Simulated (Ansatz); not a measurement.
# IrPt: the cost of one run

Method: DFT PBEsol, scalar-relativistic, plane waves, PAW, in Ansatz 0.2.0.

## (1) Starting point

It takes space group R-3m (No. 166, trigonal). Conventional cell: a = 2.785 Å, b = 2.785 Å, c = 13.499 Å, α = 90.00°, β = 90.00°, γ = 120.00°. Ir (site symmetry -3m) is surrounded by 6 Pt at 2.77 Å and 6 Ir at 2.78 Å. Pt (site symmetry -3m) is surrounded by 6 Ir at 2.77 Å and 6 Pt at 2.78 Å.

Coordinates:

```xyz
2
Lattice="1.3924 0.8039 4.4997 -1.3924 0.8039 4.4997 0.0000 -1.6078 4.4997" Properties=species:S:1:pos:R:3 pbc="T T T"
Ir    0.0000    0.0000    0.0000
Pt    0.0000    0.0000    6.7495
```

It goes back to an entry of the Materials Project, which need not be the stable form.

No relaxation comes first: the listed cell is the starting point.

## (2) The undisturbed cell

Input file input.yaml:

```yaml
crystal:
  lattice:
    - [1.3924249017, 0.8039168918, 4.4996969227]
    - [-1.3924249017, 0.8039168918, 4.4996969227]
    - [0.0, -1.6078337837, 4.4996969227]
  atoms:
    - { symbol: Ir, position: [0.0, 0.0, 0.0] }
    - { symbol: Pt, position: [0.5, 0.5, 0.5] }
basis:
  ecutwfc: 420
kpoints:
  mp_grid: { grid: [18, 18, 18] }
hamiltonian:
  xc: pbesol
scf:
  occupations: { method: gaussian, width: 0.15 }
output:
  forces: true
  stress: true
  eigenvalues: true
```

Launch:

```bash
ansatz run input.yaml --threads 1 --pin off --max-ram 1536MiB --backend cpu --events-out ev --progress --plain --runs-dir out
```

**Question.** How long does this run take on 1 thread of Intel Xeon 6975P-C (Granite Rapids), shared host, and how much memory does it need?

About 7.5 s, with a peak of 0.61 GiB.
